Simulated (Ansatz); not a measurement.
# Be2SnI2, relaxed

The start is Be2SnI2, a structure type of another compound, with these elements put in. Where does it settle when we relax cell and atoms, and what is it like there?

All numbers below are computed with Ansatz 0.2.0 (DFT, PBE, no spin polarisation, plane waves, PAW).

### 1 Geometry

Symmetry: P-3m1, No. 164, trigonal system. Conventional cell: a = 4.099 Å, b = 4.099 Å, c = 10.008 Å, α = 90.00°, β = 90.00°, γ = 120.00°. Sn (site symmetry -3m) has 6 Be at 2.83 Å as nearest neighbours. Around I (site symmetry 3m) lie 3 Be at 3.03 Å. Around Be (site symmetry 3m) lie 3 Sn at 2.83 Å and 3 I at 3.03 Å.

The coordinates stand in the input below.

It starts from an earlier solution of the starting cell (checkpoint.read).

### 2 The walk to rest

Contents of input.yaml:

```yaml
crystal:
  lattice:
    - [4.098673, 0.0, 0.0]
    - [-2.049336, 3.549556, 0.0]
    - [0.0, 0.0, 10.007724]
  atoms:
    - { symbol: Sn, position: [0.0, 0.0, 0.5] }
    - { symbol: I, position: [0.3333, 0.6667, 0.84441] }
    - { symbol: I, position: [0.6667, 0.3333, 0.15559] }
    - { symbol: Be, position: [0.3333, 0.6667, 0.34534] }
    - { symbol: Be, position: [0.6667, 0.3333, 0.65466] }
  symmetry: { tolerance: 0.0003 }
kpoints:
  mp_grid: { grid: [9, 9, 4], shift: [0, 0, 0] }
magnetization:
  spin_polarized: false
scf:
  occupations: { method: fermi_dirac }
  lower_state_search: "off"
hamiltonian:
  pseudopotentials: { kind: paw }
  xc: pbe
basis:
  ecutwfc: 420
  fft_grid_basis: typed
relax:
  max_steps: 40
  cell: { p_target: 0.0 }
output:
  forces: true
  stress: true
  eigenvalues: true
  bader: true
  populations: true
  elf: true
  write_potential: true
  volumetric_format: npy
  dos:
    e_range: [-12, 8]
    de: 0.05
    projected: { site_lists: { Be: [Be], I: [I], Sn: [Sn] } }
  write_density: true
checkpoint:
  read: saved_state
```

Run with:

```
$ ansatz run input.yaml --threads 2 --pin off --max-ram 3584MiB --backend cpu --events-out ev --progress --plain --runs-dir out
```

What does the calculation give? Wanted: moves; energy gained; largest move; cell; volume; pressure at the end; character; Bader charges.

As calculated:

```
                                                 quantity                                                                        value
                                                    moves                                                                           11
                                            energy gained                                                               302.2 meV/atom
                                             largest move                                                                   0.56 Å (I)
                     space group (0.01 Å), before / after                                                                P-3m1 / P-3m1
                                                     cell  a = 3.667 Å, b = 3.667 Å, c = 11.354 Å, α = 90.00°, β = 90.00°, γ = 120.00°
                                                   volume                                                       26.45 Å³/atom (-9.2 %)
                                      pressure at the end                                                                     0.01 GPa
           formation energy (elements from separate runs)                                                                 0.13 eV/atom
                                                character                                                                        metal
density of states, mean within 0.25 eV of the Fermi level                                                          1.1 per eV per cell
                                            Bader charges                                                Sn -0.44, I -0.82, Be +1.04 e
```

**Reading.** The volume shrank by 9.2 %, and the largest move of an atom is 0.56 Å apart from the change of the cell; the energy fell by 302.2 meV per atom. The shape changed more than that tells: the edges moved by -11, -11, +13 %. The run held to 12 symmetry operations, so a lower structure without them is not ruled out. Bands cross the Fermi level: a metal; within 0.25 eV of the Fermi level the density of states averages 1.1 per eV per cell, mostly Sn p (55 %), I p (14 %) and Be s (14 %). Against the elements' reference phases (alpha-Sn (diamond), solid I2 (Cmce), Be hcp; separate runs with the same functional) the formation energy is 0.13 eV per atom, so at this geometry it is not bound against them. Be loses most charge (+1.04 e on average) and I gains most (-0.82 e).
